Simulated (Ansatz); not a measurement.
# SiH2ClO (SMILES O[SiH]Cl): FCI/STO-3G

What is the electronic atomisation energy of SiH2ClO at FCI/STO-3G? 

Program for the calculation: Ansatz 0.2.0.

70 further runs of the same task are left out: 1 that didn't finish, 69 set aside as unsound or not needed.

### 1 The molecule

SiH2ClO: 5 atoms, total charge 0, spin state doublet. SMILES: `O[SiH]Cl`. Geometry: relaxed at PBE0-D4/def2-TZVP. This is one conformer, not always the lowest.

Bond lengths: O1–Si2 1.639 Å, Si2–Cl3 2.065 Å, O1–H4 0.959 Å, Si2–H5 1.488 Å. Angles: O1–Si2–Cl3 111.1°, O1–Si2–H5 105.3°, Cl3–Si2–H5 108.3°, Si2–O1–H4 118.3°.

### 2 A single-point energy at FCI/STO-3G

run.yaml

```yaml
crystal:
  periodic: [false, false, false]
  atoms:
    - {symbol: O, position_ang: [-0.806100, -0.432000, -0.746500]}
    - {symbol: Si, position_ang: [-0.092300, 0.479800, 0.414000]}
    - {symbol: Cl, position_ang: [1.606600, -0.440800, 1.143600]}
    - {symbol: H, position_ang: [-1.024100, -1.343200, -0.540000]}
    - {symbol: H, position_ang: [0.316000, 1.736300, -0.271100]}
basis:
  gaussian: {orbitals: STO-3G}
magnetization: {spin_polarized: true, initial_magnetization: 1}
correlation: {method: fci, frozen_orbitals: {Cl: 5, H: 0, O: 1, Si: 5}}
accuracy: high
```

Command:

```sh
ansatz run run.yaml --threads 1 --pin off --max-ram 2610MiB --events-out events.jsonl --progress --plain --runs-dir runs
```

Standard output:

```text
Warning: RAYON_NUM_THREADS=1 ignored (pool sized by the plan → 1); use --threads N
Functional definition: HF
  name "HF"
  exchange = exact_x
  correlation = 0
460 factors; integrals over basis functions are off by at most 3.1e-8 eV
mean field evaluation 1: about -22181.0025 eV, gradient 1.4e1 eV
mean field evaluation 2: about -22181.0647 eV, gradient 1.4e1 eV
mean field evaluation 4: about -22182.8760 eV, gradient 1.3e0 eV
mean field evaluation 8: about -22182.9143 eV, gradient 2.1e-4 eV
mean field -22182.91278159 eV, -815.2070086051 hartree, gradient 2.0e-8 eV, S^2 0.753429; 0 other end points of the search recorded, 0 dependent functions left out
mean field evaluation 16: about -22182.8236 eV, gradient 3.0e-1 eV
11 core orbitals not correlated: weight in the atoms' cores, before any rotation towards them, 1.000 or more for the frozen orbitals, at most 0.000 for the correlated occupied ones
reference -22182.89220277 eV, -815.2062523476 hartree; 10, 9 occupied and 4, 5 virtual orbitals, 460 factors
state -22185.40887076 eV, -815.2987381902 hartree
Total energy: -22185.40887076 eV, -815.2987381902 hartree
```

It took 15 s on 1 thread of Arm Neoverse V2, shared host; peak memory 0.26 GiB.

### 3 The Cl atom

input.yaml

```yaml
crystal:
  periodic: [false, false, false]
  atoms:
    - symbol: Cl
      position_ang: [0.000000, 0.000000, 0.000000]
basis:
  gaussian: {orbitals: STO-3G}
accuracy: high
magnetization: {spin_polarized: true, initial_magnetization: 1}
correlation: {method: fci, frozen_orbitals: {Cl: 5}}
```

Run the same way, it converges to -454.54219 Eh (log not shown).

### 4 The H atom: a single-point energy at UHF/STO-3G

in.yaml

```yaml
crystal:
  periodic: [false, false, false]
  atoms:
    - {symbol: H, position_ang: [0.000000, 0.000000, 0.000000]}
basis:
  gaussian: {orbitals: STO-3G}
magnetization: {spin_polarized: true, initial_magnetization: 1}
accuracy: high
hamiltonian: {xc: hf}
```

Command:

```sh
ansatz run in.yaml --threads 1 --pin off --max-ram 2610MiB --events-out events.jsonl --progress --plain --runs-dir runs
```

Standard output:

```text
Warning: RAYON_NUM_THREADS=1 ignored (pool sized by the plan → 1); use --threads N
[... 4 set-up lines as earlier in the session ...]
1 factors; integrals over basis functions are off by at most 4.6e-10 eV
mean field evaluation 1: about -12.6963 eV, gradient 0.0e0 eV
mean field evaluation 2: about -12.6963 eV, gradient 0.0e0 eV
mean field -12.69633895 eV, -0.4665818504 hartree, gradient 0.0e0 eV, S^2 0.750000; 0 other end points of the search recorded, 0 dependent functions left out
reference -12.69633895 eV, -0.4665818504 hartree; 1, 0 occupied and 0, 1 virtual orbitals, 1 factors
Total energy: -12.69633895 eV, -0.4665818504 hartree
```

It took 0.02 s on 1 thread of Arm Neoverse V2, shared host.

### 5 The O atom

input.yaml

```yaml
crystal:
  periodic: [false, false, false]
  atoms:
    - symbol: O
      position_ang: [0.000000, 0.000000, 0.000000]
basis:
  gaussian: {orbitals: STO-3G}
magnetization: {spin_polarized: true, initial_magnetization: 2}
correlation: {method: fci, frozen_orbitals: {O: 1}}
accuracy: high
```

Run the same way, it converges to -73.80415 Eh (log not shown).

### 6 The Si atom, same level

job.yaml

```yaml
crystal:
  periodic: [false, false, false]
  atoms:
    - {symbol: Si, position_ang: [0.000000, 0.000000, 0.000000]}
basis:
  gaussian: {orbitals: STO-3G}
total_charge: 0
magnetization: {spin_polarized: true, initial_magnetization: 2}
correlation: {method: fci, frozen_orbitals: {Si: 5}}
accuracy: high
```

Run the same way, it converges to -285.47962 Eh (log not shown).

### 7 What came out

At FCI/STO-3G, 11 core orbitals frozen:

```
                                              quantity          value
                                molecule: total energy  -815.29874 Eh
molecule: correlation energy (11 core orbitals frozen)      -92.5 mEh
                                 Cl atom: total energy  -454.54219 Eh
  Cl atom: correlation energy (5 core orbitals frozen)        0.0 mEh
                                  H atom: total energy    -0.46658 Eh
                                          H atom: ⟨S²⟩          0.750
                                  O atom: total energy   -73.80415 Eh
    O atom: correlation energy (1 core orbital frozen)        0.0 mEh
                                 Si atom: total energy  -285.47962 Eh
  Si atom: correlation energy (5 core orbitals frozen)      -13.4 mEh
                         electronic atomisation energy      14.683 eV
```

Taking the molecule apart into free atoms costs 14.68 eV (1417 kJ/mol), before zero-point energy and without spin-orbit coupling. In a minimal basis such a difference can be off by several eV, whatever the method.
